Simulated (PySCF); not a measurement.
# BrGe2H5O: the cost of one run

The runs use PySCF 2.14.0, with density-fitted response routines of our own; the level of theory stands in each step. All values are computed, except where a source is named. Atoms are numbered from 0 throughout.

### Step 1. The starting structure

9 atoms, charge 0, multiplicity 1; geometry from: GFN2-xTB. The atoms were then displaced at random by about 0.01 Å, so the start is not that level's minimum.

Bonds of the start (Å): Ge0–O1 1.73, O1–Ge2 1.71, Ge2–Br3 2.27, Ge0–H4 1.53, Ge0–H5 1.49, Ge0–H6 1.49, Ge2–H7 1.52, Ge2–H8 1.54.

### Step 2. Geometry optimisation at PBE0-D3(BJ)/def2-SVP

The job: settings as JSON, then the geometry in Å.

```
{"job": {"xc": "PBE0", "basis": "def2-SVP", "d3": "d3bj", "grid": 1, "shake": 0.01, "kind": "geom"}, "charge": 0, "multiplicity": 1}
Ge    -1.678460    -0.167370    -0.180950
O     -0.112060     0.107120     0.508340
Ge     1.581120     0.270070     0.323180
Br     2.338360    -1.209700    -1.220180
H     -2.186110     1.208930    -0.610430
H     -2.459960    -0.716090     0.964130
H     -1.535840    -1.082050    -1.344630
H      1.943880     1.666510    -0.167760
H      2.166880    -0.094570     1.694590
```

Launch:

```bash
$ OMP_NUM_THREADS=1 python probes_run.py task.json out
```

This one command runs all jobs of the session in turn.

**Question.** How long does this first job take on 1 thread of Arm Neoverse V1, shared host, and how much memory does it need?

About 4.7 min, with a peak of 0.61 GiB.
